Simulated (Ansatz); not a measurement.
# InH2+ (singlet): from Hartree-Fock to the top rungs, def2-TZVPP

How much of the correlation energy of InH2+ (singlet) does each wave-function method recover here?

The runs use Ansatz 0.2.0, Gaussian basis; def2-TZVPP, core rule «outside noble gas», up to 9 orbitals frozen.

Plan: UHF; CCSD(T) on RHF; BCCD(T) on RHF; CCSDT(Q) on RHF; CASSCF and MRCISD+Q, 4 electrons in 6 orbitals; CASSCF and NEVPT2, 4 electrons in 6 orbitals; Full CI.

16 further runs of the same task are left out: 4 for a known fault of the program, 5 that didn't finish, 7 set aside as unsound or not needed.

### Step 1. The system

The geometry is a PBE0/def2-TZVP stationary point (not a proven minimum). No spin-orbit coupling is included. Elements past krypton take def2 core potentials.

3 atoms, charge 1, spin multiplicity 1.

Atoms are counted from 1 here; the program's logs count them from 0.

Bond lengths: In1–H2 1.665 Å, In1–H3 1.665 Å. Angles: H2–In1–H3 180.0°.

### Step 2. UHF

in.yaml reads:

```yaml
crystal:
  periodic: [false, false, false]
  atoms:
    - {symbol: In, position_ang: [0.000000, 0.000000, 0.000000]}
    - {symbol: H, position_ang: [0.000000, 0.000000, -1.665400]}
    - {symbol: H, position_ang: [0.000000, 0.000000, 1.665400]}
basis:
  gaussian: {orbitals: def2-TZVPP}
total_charge: 1
magnetization: {spin_polarized: true, initial_magnetization: 0}
hamiltonian: {xc: hf}
output: {orbitals: {seedname: orbitals}}
```

Run with:

```
ansatz run in.yaml --threads 1 --pin off --events-out ev --progress --plain --max-ram 2393MiB
```

The runs that follow: CCSD(T) on RHF; BCCD(T) on RHF; CCSDT(Q) on RHF; CASSCF and MRCISD+Q, 4 electrons in 6 orbitals; CASSCF and NEVPT2, 4 electrons in 6 orbitals; Full CI.

Q: Predict the results of all the runs planned. Wanted: FCI below the RHF energy; RMP2 from FCI; RCCSD from FCI; RCCSD(T) from FCI; RCCSDT(Q) from FCI; NEVPT2 valence from FCI; MRCISD+Q valence from FCI; T1 diagnostic; effectively unpaired electrons.

The runs gave:

| quantity | value |
| --- | --- |
| FCI below the RHF energy | -1.9466 eV |
| RMP2 from FCI | +443.1 meV |
| RCCSD from FCI | +26.8 meV |
| RCCSD(T) from FCI | +6.9 meV |
| RCCSDT(Q) from FCI | +0.2 meV |
| NEVPT2 valence from FCI | +181.2 meV |
| MRCISD+Q valence from FCI | -25.5 meV |
| levels within 1 kcal/mol (43 meV) | RCCSD, RCCSD(T), BCCD(T), RCCSDT, RCCSDT(Q), MRCISD valence, MRCISD+Q valence |
| T1 diagnostic | 0.010 |
| effectively unpaired electrons | 0.03 |

RCCSD(T) misses by +6.9 meV, 0.4 % of the correlation energy. MRCISD valence, MRCISD+Q valence fall below full CI, which methods that aren't variational can do. One determinant dominates. Of the multireference levels listed MRCISD+Q valence comes nearest in total energy (-25.5 meV), which doesn't show that its space is the better one. These misses are within one basis, not against nature.
